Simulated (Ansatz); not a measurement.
This script makes an atomisation energy of C2H3FS, SMILES FC=CS with Ansatz 0.2.0 through its Python package.

`tae_c2h3fs.py`
```python
"""Energy to split C2H3FS into its atoms."""

from collections import Counter

import ansatz as az
from ase import Atoms


def single_point(molecule, charge=0, unpaired=0):
    calc = (
        molecule.calculation()
        .basis(gaussian="cc-pVDZ")
        .functional("HF")
        .accuracy("medium")
        .scf(lower_state_search="standard")
    )
    if charge:
        calc = calc.charge(charge)
    if unpaired:
        calc = calc.spin("collinear", total=unpaired)
    report = calc.run().report
    if report["published_state_doubts"]:
        print("  doubts:", report["published_state_doubts"])
    return report["free_energy_ev"]


def main() -> None:
    atoms = Atoms(["F", "C", "C", "S", "H", "H", "H"], positions=[
        [-0.7123, -1.008, -1.1012],
        [-0.5754, -0.6654, 0.1851],
        [0.2033, 0.3189, 0.5767],
        [1.2029, 1.3199, -0.5096],
        [-1.1506, -1.3196, 0.8065],
        [0.3504, 0.5314, 1.6499],
        [0.7429, 0.7549, -1.653],
    ])
    molecule = az.Crystal.molecule_from_ase(atoms)

    # unpaired electrons of the ground-state atoms
    unpaired = {"F": 1, "C": 2, "S": 2, "H": 1}
    counts = Counter(site.symbol for site in molecule.cartesian_sites)
    atom_energy = {s: single_point(az.Crystal.molecule().atom(s, (0, 0, 0)), 0, unpaired[s]) for s in counts}
    whole = single_point(molecule, 0, 0)
    for s, e in atom_energy.items():
        print(f"{s:2s} x{counts[s]}  {e:14.5f} eV")
    print(f"C2H3FS: {whole:.5f} eV")
    split = sum(counts[s] * e for s, e in atom_energy.items()) - whole
    print(f"atomisation energy (no zero-point term): {96.485332 * split:.1f} kJ/mol, {split / sum(counts.values()):.3f} eV an atom")


if __name__ == "__main__":
    main()
```

What does it cost to take this molecule apart into atoms?

1787.8 kJ/mol from the electronic energies, without the zero-point term.

The output:

Output of `python tae_c2h3fs.py`:
```text
F  x1     -2704.13805 eV
C  x2     -1025.50311 eV
S  x1    -10816.43900 eV
H  x3       -13.58606 eV
C2H3FS: -15630.87116 eV
atomisation energy (no zero-point term): 1787.8 kJ/mol, 2.647 eV an atom
```

Caveats:
- These settings explore the input space; basis and method may be short of convergence.
- The geometry is a force-field or estimated start, not a minimum of this method, and the basis set is short of its limit. All parts are taken at fixed geometry, without zero-point energy.
- Hartree-Fock leaves correlation out, so bond, atomisation and ionisation energies come out well too low.
- For Al to Cl the sets with a tight d function, cc-pV(X+d)Z, are usual.
- Finished in 3.8 s on 1 thread of AMD EPYC 7571, on a shared host, peak memory 0.19 GiB.

(Lines on the test bed's own set-up are left out of the output.)
